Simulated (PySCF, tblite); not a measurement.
# C₉H₁₃N: infrared bands and NMR shifts

What infrared bands and NMR shifts should C₉H₁₃N (`CCc1cccc(C)c1N`) show?

Computed with tblite 0.8.0 and PySCF 2.14.0, with density-fitted response routines of our own, on a single molecule in the gas phase. Atoms are numbered from 0 throughout.

### Step 1. The starting structure

23 atoms, charge 0, multiplicity 1; geometry from: GFN2-xTB.

Bonds of the start (Å): C0–C1 1.53, C1–C2 1.51, C2–C3 1.39, C3–C4 1.38, C4–C5 1.38, C5–C6 1.38, C6–C7 1.50, C6–C8 1.40, C8–N9 1.39, C8–C2 1.40, C0–H10 1.09, C0–H11 1.09, C0–H12 1.09, C1–H13 1.09, C1–H14 1.10, C3–H15 1.08, C4–H16 1.08, C5–H17 1.08, C7–H18 1.09, C7–H19 1.09, C7–H20 1.09, N9–H21 1.01, N9–H22 1.01.

### Step 2. Vibrational analysis with GFN2-xTB

The job: settings as JSON, then the geometry in Å.

```
{"job": {"kind": "ir", "xc": "GFN2-xTB", "basis": "xTB"}, "charge": 0, "multiplicity": 1}
C     -2.788536    -0.587793    -0.429709
C     -2.043623    -0.088538     0.810136
C     -0.678247     0.434019     0.450568
C     -0.468033     1.802251     0.377380
C      0.760367     2.320496     0.014154
C      1.796364     1.456455    -0.291351
C      1.624345     0.084636    -0.229928
C      2.758484    -0.837583    -0.577493
C      0.378265    -0.437702     0.149856
N      0.186422    -1.812870     0.153702
H     -2.223151    -1.372099    -0.926659
H     -2.924969     0.229667    -1.134041
H     -3.767137    -0.977912    -0.157204
H     -2.620654     0.713896     1.274267
H     -1.969487    -0.898099     1.544107
H     -1.284435     2.470932     0.612156
H      0.909066     3.388580    -0.036072
H      2.758121     1.853776    -0.583278
H      2.473222    -1.509178    -1.387254
H      3.625498    -0.264521    -0.895846
H      3.053508    -1.443216     0.282186
H     -0.584272    -2.138866     0.715208
H      1.024129    -2.359347     0.275192
```

**Question.** This job is followed by: GIAO PBE0/pcSseg-1 NMR shielding, non-relativistic, gas phase. Predict these results of the whole session: strongest single infrared mode (GFN2-xTB); zero-point energy (GFN2-xTB); ¹³C shifts against TMS (PBE0/pcSseg-1); ¹H shifts against TMS (PBE0/pcSseg-1, means over atoms taken as alike); ¹⁵N shifts against NH3 (PBE0/pcSseg-1).

The runs gave:

| quantity | value |
| --- | --- |
| strongest single infrared mode (GFN2-xTB) | 634 cm⁻¹, 261 km/mol |
| zero-point energy (GFN2-xTB) | 123.8 kcal/mol |
| ¹³C shifts against TMS (PBE0/pcSseg-1) | 147.0, 134.3, 133.5, 130.3, 124.4, 122.9, 31.7, 20.4, 15.0 ppm |
| ¹H shifts against TMS (PBE0/pcSseg-1, means over atoms taken as alike) | 7.28, 7.24, 6.91, 3.45, 2.56, 2.26, 1.19 ppm |
| ¹⁵N shifts against NH3 (PBE0/pcSseg-1) | 69.8 ppm |

What this shows: All 63 modes are real, so the xTB geometry is a minimum. The strongest single mode, at 634 cm⁻¹, is carried by H21, H22, N9. Unscaled tight-binding wavenumbers are off by several per cent, some by more. Its intensities can rank the bands wrongly. NICS(1)zz of -25 ppm above the planar ring from C2 marks a diatropic (aromatic) ring current.
